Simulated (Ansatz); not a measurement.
# C₂H₂AlF₅O: ionisation energy by level of theory

An exercise on one series of results from a longer session: the logs are not shown, and one member is left open.

Method: unrestricted cation, the program's frozen cores in correlated methods; program: Ansatz 0.2.0, Gaussian basis.

Levels to be run: UKS PBE-D4/def2-TZVPP; UKS r2SCAN-D4/def2-TZVPP; UKS PBE0-D4/def2-TZVPP; UKS B3LYP-D4/def2-TZVPP; UKS wB97X-V/def2-TZVPP; UKS wB97M-V/def2-TZVPP; UKS B2PLYP/def2-TZVPP; UHF-CCSD(T)/def2-TZVPP; UHF-MP2/def2-QZVPP; extrapolation to the limit; then −ε(HOMO) from the neutral's earlier runs with LDA (SPW92), PBE-D4, revPBE-D4, BLYP-D4, r2SCAN-D4, B97M-V, PBE0-D4, B3LYP-D4, r2SCANh-D4, r2SCAN0-D4, HSE06-D4, BHLYP-D4, CAM-B3LYP-D4, LC-ωPBE, ωB97X-V, ωB97M-V.

**Structure used throughout**

The geometry comes from an earlier relaxation with PBE0-D4 in a triple-zeta def2 set; it is a stationary point, not always the lowest conformer.

SMILES `[F][Al]([F])[O]CC(F)(F)F`, 11 atoms, charge 0, spin multiplicity 1.

Atoms are counted from 1 here; the program's logs count them from 0.

Bond lengths: F1–Al2 1.637 Å, Al2–F3 1.641 Å, Al2–O4 1.720 Å, O4–C5 1.380 Å, C5–C6 1.519 Å, C5–H10 1.096 Å, C5–H11 1.099 Å, C6–F7 1.313 Å, C6–F8 1.431 Å, C6–F9 1.315 Å. Angles: F1–Al2–F3 118.5°, F1–Al2–O4 118.7°, F3–Al2–O4 119.0°, Al2–O4–C5 117.2°, O4–C5–C6 109.2°, O4–C5–H10 111.6°, O4–C5–H11 113.2°, C6–C5–H10 107.2°, C6–C5–H11 107.0°, H10–C5–H11 108.3°, C5–C6–F7 115.2°, C5–C6–F8 106.3°, C5–C6–F9 114.8°, F7–C6–F8 105.6°, F7–C6–F9 109.4°, F8–C6–F9 104.6°.

The first run:

in.yaml

```yaml
crystal:
  periodic: [false, false, false]
  atoms:
    - {symbol: F, position_ang: [0.684387, -2.525448, 1.401180]}
    - {symbol: Al, position_ang: [1.068104, -1.345866, 0.333038]}
    - {symbol: F, position_ang: [2.007124, -1.731466, -0.956057]}
    - {symbol: O, position_ang: [0.988132, 0.293725, 0.847495]}
    - {symbol: C, position_ang: [0.180481, 1.143728, 0.119662]}
    - {symbol: C, position_ang: [-1.078095, 0.402456, -0.297077]}
    - {symbol: F, position_ang: [-1.668568, 0.865591, -1.374336]}
    - {symbol: F, position_ang: [-0.668881, -0.928987, -0.625133]}
    - {symbol: F, position_ang: [-1.969500, 0.249069, 0.657704]}
    - {symbol: H, position_ang: [-0.134233, 2.008869, 0.713808]}
    - {symbol: H, position_ang: [0.656350, 1.511429, -0.799683]}
basis:
  gaussian: {orbitals: def2-TZVPP}
total_charge: 1
magnetization: {spin_polarized: true, initial_magnetization: 1}
hamiltonian: {xc: pbe, dispersion: d4}
```

Launch:

```
ansatz run in.yaml --threads 2 --pin off --events-out ev --progress --plain --max-ram 32768MiB --backend cuda --devices 0, --max-vram 18GiB
```

Among the steps run: Cation, UKS PBE-D4/def2-TZVPP; Cation, UKS r2SCAN-D4/def2-TZVPP; Cation, UKS PBE0-D4/def2-TZVPP; Cation, UKS B3LYP-D4/def2-TZVPP; Cation, UKS wB97X-V/def2-TZVPP; Cation, UKS wB97M-V/def2-TZVPP; Cation, UKS B2PLYP (frozen core)/def2-TZVPP; Cation, UHF-CCSD(T)/def2-TZVPP; Cation, UHF-MP2/def2-QZVPP.

One of the session's tables, all rows but one given; the rest of the session is left out.

Orbital estimates, from the neutral's runs:

| functional | −ε(HOMO) (eV) |
| --- | --- |
| LDA (SPW92) | 7.52 |
| PBE-D4 | 7.31 |
| revPBE-D4 | 7.22 |
| BLYP-D4 | 7.22 |
| r2SCAN-D4 | 7.69 |
| B97M-V | 7.79 |
| PBE0-D4 | 9.02 |
| B3LYP-D4 | 8.76 |
| r2SCANh-D4 | 8.33 |
| r2SCAN0-D4 | 9.29 |
| HSE06-D4 | 8.61 |
| BHLYP-D4 | 10.69 |
| CAM-B3LYP-D4 | 10.53 |
| LC-ωPBE | 11.87 |
| ωB97X-V | 11.53 |
| ωB97M-V | ? |

**Question.** Estimate the row for ωB97M-V.

The run gave: −ε(HOMO) (eV): 11.46. In the column «−ε(HOMO) (eV)» it lies between BHLYP-D4 (10.69) and ωB97X-V (11.53).
